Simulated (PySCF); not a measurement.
# BrCl3Si: the cost of one run

Computed with PySCF 2.14.0, with density-fitted response routines of our own, on a single molecule in the gas phase. Atoms count from 0, in the outputs and in this text.

**1. The starting structure**

5 atoms, charge 0, multiplicity 1; geometry from: GFN2-xTB.

Bonds of the start (Å): Cl0–Si1 2.01, Si1–Cl2 2.01, Si1–Cl3 2.01, Si1–Br4 2.20.

**2. Relaxing the molecule at PBE0-D3(BJ)/def2-SVP**

The job: settings as JSON, then the geometry in Å.

```
{"job": {"xc": "PBE0", "basis": "def2-SVP", "d3": "d3bj", "grid": 1, "kind": "geom"}, "charge": 0, "multiplicity": 1}
Cl    -0.810800    -1.544080    -1.046210
Si    -0.061370     0.008330    -0.010450
Cl    -0.795080     0.038200     1.862110
Cl    -0.437320     1.743810    -0.955260
Br     2.121810    -0.240560     0.115450
```

Launch:

```console
$ OMP_NUM_THREADS=1 python probes_run.py task.json out
```

This one command runs all jobs of the session in turn.

Q: Estimate the wall time and peak memory of this first job on 1 thread of Arm Neoverse N1, shared host.

About 47 s, with a peak of 0.43 GiB.
